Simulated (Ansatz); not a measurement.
## MoS₂, space group P-3m1: a convergence test of the k-point mesh, step by step

Computed with the Python package of Ansatz (0.2.0).

The cells in order, each with its output:

**Cell 1**
```python
import ansatz as az
```

**Cell 2**
```python
XC = "r2scan"
OCCUPATIONS = "fermi_dirac"
SIGMA = 0.05
```

**Cell 3**
```python
structure = (
    az.Lattice.from_parameters(3.184541, 3.184541, 21.670535, alpha=90, beta=90, gamma=120)
    .space_group(164)
    .atom("Mo", (2 / 3, 1 / 3, 0.14884))
    .atom("S", (1 / 3, 2 / 3, 0.220375))
    .atom("S", (2 / 3, 1 / 3, 0.922749))
)
```

**Cell 4**
```python
setup = structure.calculation()
setup = setup.pseudopotentials("paw")
setup = setup.functional(XC)
setup = setup.occupations(OCCUPATIONS, width=SIGMA)
```

**Cell 5**
```python
rows = []
for value in [1.0, 0.6, 0.4, 0.3]:
    rep = setup.kpoints(spacing=value).run(threads=1).report
    rows.append((value, rep["free_energy_ev"] / len(rep["lattice"]["sites"]), rep["n_iterations"], rep["n_kpoints"]))

print("spacing (1/A)   F/atom (eV)    iterations      k-points")
for row in rows:
    print(f"{str(row[0]):>12s}  {row[1]:12.5f}  {row[2]:12d}  {row[3]:12d}")
```
Output:
```text
DeckWarning: basis.ecutwfc = 500 eV, auto-derived from the records' recommended cutoffs: set by Mo (their level for a meta-GGA)
spacing (1/A)   F/atom (eV)    iterations      k-points
         1.0   -2260.72361             9             3
         0.6   -2260.73212            10             4
         0.4   -2260.71344            10             7
         0.3   -2260.71373            10            10
```

**Cell 6**
```python
# differences from the last row
for row in rows[:-1]:
    shift = 1000 * (row[1] - rows[-1][1])
    print(f"{row[0]}: {shift:+.2f} meV/atom" + ("  (within 1 meV)" if abs(shift) < 1 else ""))
```
Output:
```text
1.0: -9.88 meV/atom
0.6: -18.39 meV/atom
0.4: +0.29 meV/atom  (within 1 meV)
```

From a spacing of 0.4 (6×6×1) on it stays within 1 meV an atom of the value at a spacing of 0.3 (8×8×1); the first row (a spacing of 1.0 (3×3×1)) is off by 9.9 meV and the last but one by 0.29 meV. That rests on few rows after larger swings, so the series isn't shown to be converged. It goes up and down, since the sum over k-points isn't variational. The last run costs about 2.0 times the first.

Notes:
- No spin polarisation was allowed.
- The cell holds layers, chains or clusters in vacuum, no bulk phase.
- The structure comes from a database of computed cells and needn't be a stable or known phase.
- Warnings are shown shortened and without file and line.
- Shifts are counted from the finest mesh, which is itself no proven limit.
- Timing: 24 s on 1 thread of Intel(R) Xeon(R) Processor @ 2.30GHz, on a shared host, peak memory 0.87 GiB.
